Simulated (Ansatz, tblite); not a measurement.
# Mo(NH)2(NH2)2 (MoN₄H₆): rung by rung

The task here is to estimate one member of a computed series from the others.

Computed with Ansatz 0.2.0, Gaussian basis. Level: as each input shows.

Plan: GFN1-xTB, GFN2-xTB, PBE-D4/def2-TZVP, r2SCAN-D4/def2-TZVP, LDA/def2-TZVP, CAM-B3LYP-D4/def2-TZVP, B3LYP-D4/def2-TZVP, HSE06-D4/def2-TZVP, BHLYP-D4/def2-TZVP, BLYP-D4/def2-TZVP, ωB97X-V/def2-TZVP, PBE-D4/def2-SVP, PBE0-D4/def2-SVP, PBE0-D4/def2-TZVPD, PBE-D4/def2-TZVPD, r2SCAN-D4/def2-TZVPD, CCSD(T)/def2-TZVP, RPA/def2-TZVP.

1 further run of the same task is left out (set aside as unsound or not needed). Runs told in other sessions of the task aren't counted.

## The structure

The geometry is that of the singlet, from an earlier relaxation (r2SCAN-D4/def2-SVP).

11 atoms, charge 0, spin multiplicity 1.

Bond lengths: Mo1–N2 1.745 Å, Mo1–N4 1.745 Å, Mo1–N6 1.951 Å, Mo1–N9 1.951 Å, N2–H3 1.019 Å, N4–H5 1.019 Å, N6–H7 1.016 Å, N6–H8 1.016 Å, N9–H10 1.016 Å, N9–H11 1.016 Å. Angles: N2–Mo1–N4 116.4°, N2–Mo1–N6 107.0°, N2–Mo1–N9 107.0°, N4–Mo1–N6 107.0°, N4–Mo1–N9 107.0°, N6–Mo1–N9 112.7°, Mo1–N2–H3 156.4°, Mo1–N4–H5 156.5°, Mo1–N6–H7 124.2°, Mo1–N6–H8 124.3°, H7–N6–H8 111.1°, Mo1–N9–H10 124.2°, Mo1–N9–H11 124.3°, H10–N9–H11 111.1°.

Formally the metal is d0. Mo takes a core potential in the def2 sets. No spin-orbit coupling is included.

PBE0-D4/def2-TZVP was run before; its log isn't repeated, and its numbers join the tables.

Set-up of the first run:

Tight binding, by tblite at 300 K electronic temperature and without a spin-polarisation term:

```python
tblite.interface.Calculator('GFN1-xTB', numbers, positions, charge=0, uhf=0).singlepoint()
```

Tight binding, by tblite at 300 K electronic temperature and without a spin-polarisation term:

```python
tblite.interface.Calculator('GFN2-xTB', numbers, positions, charge=0, uhf=0).singlepoint()
```

start.molden holds the orbitals of an earlier run on this state, given as this run's starting guess.

Input file in.yaml:

```yaml
crystal:
  periodic: [false, false, false]
  atoms:
    - {symbol: Mo, position_ang: [0.163169, -0.000895, 0.114951]}
    - {symbol: N, position_ang: [0.061845, 0.016204, 1.856905]}
    - {symbol: H, position_ang: [0.414961, 0.020559, 2.813000]}
    - {symbol: N, position_ang: [1.769022, -0.023797, -0.567374]}
    - {symbol: H, position_ang: [2.788154, -0.032838, -0.557965]}
    - {symbol: N, position_ang: [-0.702927, 1.627280, -0.522935]}
    - {symbol: H, position_ang: [-0.431729, 2.125513, -1.366254]}
    - {symbol: H, position_ang: [-1.399099, 2.148682, 0.002896]}
    - {symbol: N, position_ang: [-0.738405, -1.621651, -0.491977]}
    - {symbol: H, position_ang: [-1.443899, -2.117934, 0.045572]}
    - {symbol: H, position_ang: [-0.481092, -2.141123, -1.326809]}
basis:
  gaussian: {orbitals: def2-TZVP, initial_orbitals: start.molden}
hamiltonian: {xc: pbe, dispersion: d4}
scf: {omitted_lower_state_checks: [starts]}
output: {orbitals: {seedname: orbitals}}
```

Started as:

```
$ ansatz run in.yaml --threads 4 --pin off --events-out ev --progress --plain --max-ram 3916MiB
```

Among the steps run: PBE-D4/def2-TZVP; r2SCAN-D4/def2-TZVP; LDA/def2-TZVP; CAM-B3LYP-D4/def2-TZVP; B3LYP-D4/def2-TZVP; HSE06-D4/def2-TZVP; BHLYP-D4/def2-TZVP; BLYP-D4/def2-TZVP; ωB97X-V/def2-TZVP; PBE-D4/def2-SVP; PBE0-D4/def2-SVP; PBE0-D4/def2-TZVPD; PBE-D4/def2-TZVPD; r2SCAN-D4/def2-TZVPD; CCSD(T)/def2-TZVP; RPA/def2-TZVP.

One table of the session follows, with a row left open; its other results are not shown here.

It belongs to the step «Levels side by side». 

```
                 level  HOMO (eV)  gap (eV)
         LDA/def2-TZVP      -5.50      3.66
       PBE-D4/def2-SVP      -5.09      3.69
      PBE-D4/def2-TZVP      -5.31      3.64
     PBE-D4/def2-TZVPD      -5.40      3.62
     BLYP-D4/def2-TZVP      -5.19      3.62
   r2SCAN-D4/def2-TZVP      -5.58      3.99
  r2SCAN-D4/def2-TZVPD      -5.63      3.98
    B3LYP-D4/def2-TZVP          ?         ?
      PBE0-D4/def2-SVP      -6.40      5.78
     PBE0-D4/def2-TZVP      -6.58      5.70
    PBE0-D4/def2-TZVPD      -6.64      5.67
    HSE06-D4/def2-TZVP      -6.18      4.92
    BHLYP-D4/def2-TZVP      -7.75      7.79
CAM-B3LYP-D4/def2-TZVP      -7.90      8.11
     ωB97X-V/def2-TZVP      -8.85     10.12
```

**Question.** Estimate the row for B3LYP-D4/def2-TZVP.

Worked estimate for «HOMO (eV)». Against the share of exact exchange, BLYP-D4/def2-TZVP (0, -5.19), BHLYP-D4/def2-TZVP (0.5, -7.75) give a slope of -5.12 per unit share; at 0.2 the line stands at -6.21.

The run gave: HOMO (eV): -6.36; gap (eV): 5.26. In «HOMO (eV)» the line misses by +0.15.
